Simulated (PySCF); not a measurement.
**CaH+: bond curves at several levels of theory**

One job finds the state of CaH+, follows it along the bond with each method and fits the curves.

The runs use PySCF 2.14.0; Ca pcseg-1, H pcseg-1, no relativity.

## (1) Set-up

Settings of the job:

```json
{
 "atoms": "Ca, H",
 "charge": "1",
 "basis": "Ca pcseg-1, H pcseg-1",
 "Hamiltonian": "no relativity",
 "basis functions": "29",
 "electrons treated": "20",
 "masses in u": "39.9626, 1.0078",
 "levels": "PBE0, PBE, r²SCAN, revPBE, TPSS, r²SCAN0, HSE06, HF, MP2, SCS-MP2, CCSD, CCSD(T)",
 "grid": "80 radial by 434 angular points",
 "occupations": "held fixed by the projection of orbital angular momentum",
 "dissociation limit": "Ca+ + H, each in its ground configuration",
 "starting distance in angstrom": "2.010",
 "values of 2S to try": "0, 2"
}
```

Launch:

```sh
$ OMP_NUM_THREADS=1 python dia.py task.json out
```

After this run come: PBE0 along the bond; Higher solutions at PBE0; PBE; r²SCAN; revPBE; TPSS (meta-GGA); r²SCAN0 (hybrid meta-GGA); HSE06 (range-separated hybrid); RHF; MP2 and coupled cluster.

**Question.** What will these runs give? Wanted: for each run, Re; ωe; De; μ.

The runs gave:

Lowest PBE0 solution found, without spin–orbit coupling: ¹Σ⁺ (singlet), closed shell. The other levels ran on it alone.

| level | Re (Å) | ωe (cm⁻¹) | De (eV) | μ (D) |
| --- | --- | --- | --- | --- |
| RHF | 1.941 | 1463 | 1.17 | -6.11 |
| RHF-MP2 | 1.931 | 1417 | 1.59 | n/a |
| RHF-SCS-MP2 | 1.933 | 1419 | 1.71 | n/a |
| RHF-CCSD | 1.949 | 1358 | 1.78 | n/a |
| RHF-CCSD(T) | 1.949 | 1352 | 1.79 | n/a |
| PBE | 1.876 | 1474 | 2.40 | -4.34 |
| revPBE | 1.879 | 1467 | 2.43 | -4.39 |
| TPSS | 1.869 | 1513 | 2.73 | -4.63 |
| r²SCAN | 1.871 | 1513 | 2.46 | -4.83 |
| PBE0 | 1.876 | 1493 | 2.26 | -4.81 |
| r²SCAN0 | 1.874 | 1515 | 2.30 | -5.10 |
| HSE06 | 1.877 | 1491 | 2.26 | -4.79 |

De is counted to Ca+ + H in their ground configurations. A positive dipole points from Ca to H; in an ion it is taken about the centre of mass and does not tell which atom is negative.

Differences from CCSD(T) in the same basis:

| level | Re (mÅ) | ωe (%) |
| --- | --- | --- |
| RHF | -8 | +8.2 |
| RHF-MP2 | -18 | +4.8 |
| RHF-SCS-MP2 | -17 | +5.0 |
| RHF-CCSD | -1 | +0.4 |
| PBE | -73 | +9.0 |
| revPBE | -70 | +8.5 |
| TPSS | -80 | +11.9 |
| r²SCAN | -78 | +11.9 |
| PBE0 | -73 | +10.4 |
| r²SCAN0 | -75 | +12.1 |
| HSE06 | -72 | +10.3 |

Judged by CCSD(T) in the same basis: best bond length RHF-CCSD (-1 mÅ), worst TPSS (-80 mÅ); best wavenumber RHF-CCSD (+0.4 %), worst r²SCAN0 (+12.1 %). Hartree–Fock makes the bond too short and too stiff against this reference, as it mostly does. CCSD(T) in a basis this small is itself some way from its limit, more so than the functionals. Among the levels with a De in the table, it runs from 1.17 eV (RHF) to 2.73 eV (TPSS).

Correlated steps freeze 5 core orbitals.
